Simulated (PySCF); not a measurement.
# F+, F(2+): ionisation energy in x2c-SVPall

Each state of fluorine is computed at each level; their differences give the ionisation energy. How far do the methods differ?

The numbers are computed with PySCF 2.14.0 (unrestricted determinants in a Gaussian basis, no spin-orbit coupling in the energies), except any that are marked as measured or tabulated.

## 1. The system

- Element: fluorine (Z = 9)
- Basis: x2c-SVPall
- Hamiltonian: scalar relativity by spin-free X2C-1e
- State 1: F+: [He] 2s2 2p4, high-spin 3P determinant
- State 2: F(2+): [He] 2s2 2p3, high-spin 4S determinant
- Methods: UHF, LDA, PBE, MP2, CCSD(T)
- Core shells frozen in the correlated runs: valence: 1s2 (for F+)

Outer shells as boxes (Hund's rule):

F+ [He] 2s2 2p4
```
[He] core
2s [↑↓]
2p [↑↓][↑ ][↑ ]
```

F2+ [He] 2s2 2p3
```
[He] core
2s [↑↓]
2p [↑ ][↑ ][↑ ]
```

The runs were made by one driver on top of PySCF. The scripts below sum up each run's settings (the driver also hands on starting orbitals that pick excited configurations, and frozen orbitals as a list rather than a count), and the logs come from the driver's own runs. The driver starts from symmetry-adapted Hartree-Fock orbitals, holds the occupation by maximum overlap and uses a logarithmic radial grid for functionals, so a plain start would take other cycles.

The driver's launch:

```sh
$ OMP_NUM_THREADS=1 python atomrun2.py TASK.json OUT
```

The integrals over 14 functions and the set-up took 0.03 s of CPU time.

## 2. F+: the ladder of methods

Level: UHF.

The input, input.py:

```python
from pyscf import gto, scf, dft, mp, cc
import basis_set_exchange as bse
mol = gto.M(atom="F 0 0 0", charge=1, spin=2, symmetry="D2h",
            basis=gto.basis.parse(bse.get_basis("x2c-SVPall", elements=["F"], fmt="nwchem", header=False)),
            nucmod="G")
mf = scf.UHF(mol).sfx2c1e()
mf.irrep_nelec = {'Ag': (2, 2), 'B1u': (1, 0), 'B2u': (1, 1), 'B3u': (1, 0)}
mf.kernel()
```

Level: LDA.

input.py differs from the last one in:

```diff
@@ -5,3 +5,3 @@
             nucmod="G")
-mf = scf.UHF(mol).sfx2c1e()
+mf = dft.UKS(mol, xc="LDA,VWN").sfx2c1e()
 mf.irrep_nelec = {'Ag': (2, 2), 'B1u': (1, 0), 'B2u': (1, 1), 'B3u': (1, 0)}
```

Level: PBE.

input.py differs from the last one in:

```diff
@@ -5,3 +5,3 @@
             nucmod="G")
-mf = dft.UKS(mol, xc="LDA,VWN").sfx2c1e()
+mf = dft.UKS(mol, xc="PBE").sfx2c1e()
 mf.irrep_nelec = {'Ag': (2, 2), 'B1u': (1, 0), 'B2u': (1, 1), 'B3u': (1, 0)}
```

Level: MP2 (valence).

input.py differs from the last one in:

```diff
@@ -5,4 +5,5 @@
             nucmod="G")
-mf = dft.UKS(mol, xc="PBE").sfx2c1e()
+mf = scf.UHF(mol).sfx2c1e()
 mf.irrep_nelec = {'Ag': (2, 2), 'B1u': (1, 0), 'B2u': (1, 1), 'B3u': (1, 0)}
 mf.kernel()
+mp.UMP2(mf, frozen=1).kernel()
```

Level: CCSD(T) (valence).

input.py differs from the last one in:

```diff
@@ -8,2 +8,3 @@
 mf.kernel()
-mp.UMP2(mf, frozen=1).kernel()
+mycc = cc.CCSD(mf, frozen=1).run()
+mycc.ccsd_t()
```

## 3. F(2+): the ladder of methods

Level: UHF.

The input, input.py:

```python
from pyscf import gto, scf, dft, mp, cc
import basis_set_exchange as bse
mol = gto.M(atom="F 0 0 0", charge=2, spin=3, symmetry="D2h",
            basis=gto.basis.parse(bse.get_basis("x2c-SVPall", elements=["F"], fmt="nwchem", header=False)),
            nucmod="G")
mf = scf.UHF(mol).sfx2c1e()
mf.irrep_nelec = {'Ag': (2, 2), 'B1u': (1, 0), 'B2u': (1, 0), 'B3u': (1, 0)}
mf.kernel()
```

Level: LDA.

input.py differs from the last one in:

```diff
@@ -5,3 +5,3 @@
             nucmod="G")
-mf = scf.UHF(mol).sfx2c1e()
+mf = dft.UKS(mol, xc="LDA,VWN").sfx2c1e()
 mf.irrep_nelec = {'Ag': (2, 2), 'B1u': (1, 0), 'B2u': (1, 0), 'B3u': (1, 0)}
```

Level: PBE.

input.py differs from the last one in:

```diff
@@ -5,3 +5,3 @@
             nucmod="G")
-mf = dft.UKS(mol, xc="LDA,VWN").sfx2c1e()
+mf = dft.UKS(mol, xc="PBE").sfx2c1e()
 mf.irrep_nelec = {'Ag': (2, 2), 'B1u': (1, 0), 'B2u': (1, 0), 'B3u': (1, 0)}
```

Level: MP2 (valence).

input.py differs from the last one in:

```diff
@@ -5,4 +5,5 @@
             nucmod="G")
-mf = dft.UKS(mol, xc="PBE").sfx2c1e()
+mf = scf.UHF(mol).sfx2c1e()
 mf.irrep_nelec = {'Ag': (2, 2), 'B1u': (1, 0), 'B2u': (1, 0), 'B3u': (1, 0)}
 mf.kernel()
+mp.UMP2(mf, frozen=1).kernel()
```

Level: CCSD(T) (valence).

input.py differs from the last one in:

```diff
@@ -8,2 +8,3 @@
 mf.kernel()
-mp.UMP2(mf, frozen=1).kernel()
+mycc = cc.CCSD(mf, frozen=1).run()
+mycc.ccsd_t()
```

What does the calculation give?

The runs gave:

| quantity | value |
| --- | --- |
| ionisation energy, F+ | UHF 33.515, CCSD(T) (valence) 34.366 eV; reference 34.950 |

Accuracy against cost (mean over 1 difference):

| method | mean absolute miss against the measured value (with the measured fine structure taken into account where it is known) (eV) | CPU time, both states (s) |
| --- | --- | --- |
| UHF | 1.434 | 0.06 |
| LDA | 0.472 | 0.08 |
| PBE | 0.616 | 0.1 |
| MP2 (valence) | 0.603 | 0.06 |
| SCS-MP2 (valence) | 0.608 | 0.06 |
| CCSD (valence) | 0.596 |  |
| CCSD(T) (valence) | 0.584 | 0.18 |

LDA lands nearest to the measured value (off by 0.47 eV); UHF misses by most (1.43 eV). Hartree-Fock falls short because the species with more electrons holds more correlation energy, which it lacks. PBE is off by +0.62 eV. The basis is finite, and no extrapolation was made.
